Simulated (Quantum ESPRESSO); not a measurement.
Runs of Quantum ESPRESSO 7.5 on Ti3Se. It takes space group P-6m2 (No. 187, hexagonal). The conventional cell has a = 3.197 Å, b = 3.197 Å, c = 7.943 Å, α = 90.00°, β = 90.00°, γ = 120.00°. Se (site symmetry -6m2) is surrounded by 6 Ti at 2.58 Å. Around Ti (site symmetry -6m2) lie 12 Ti at 2.85 to 3.20 Å. Ti (site symmetry 3m) has 3 Se at 2.58 Å and 3 Ti at 2.85 Å as nearest neighbours. The cell comes from a database or a generator and needn't be the stable form of this composition.

```tsv
task	level	potentials or basis	cell	k mesh	cutoff (eV)	SCF threshold	form of the LDA correlation	symmetry	gap on the mesh (eV)	pressure (GPa)	largest force (eV/Å)
band structure	PBEsol	GBRV 1.5 PBEsol	as given	10 × 10 × 4	612	8e-10 Ry	-	-	none	-4.5	0.09
single point	PBEsol	GBRV 1.5 PBEsol	as given	10 × 10 × 4	612	8e-10 Ry	-	-	none	-4.5	0.09
band structure	LDA	GBRV 1.5 LDA	as given	10 × 10 × 4	612	8e-10 Ry	PZ81	-	none	-7.9	(a)
band structure	r2SCAN	SG15 PBE 1.2	as given	8 × 8 × 3	952	1e-08 Ry	-	off	none	-0.5	0.08
single point	PBEsol	GBRV 1.5 PBEsol	atoms moved at random, drawn with an rms of 0.05 Å	10 × 10 × 4	612	8e-10 Ry	-	-	none	-3.9	0.37
```

Alike in all rows: no spin polarisation; smearing fermi-dirac 0.05 eV.

Task: Estimate the missing entries.

Result: (a) 0.10.

Caveats: some levels on the path didn't converge (some runs); the potentials were made for another functional, which shifts forces and pressure (some runs).

A k mesh can miss the band edges, and the runs leave out spin-orbit coupling on Se.

A gap of «none» marks a metal or a gap under the smearing width.
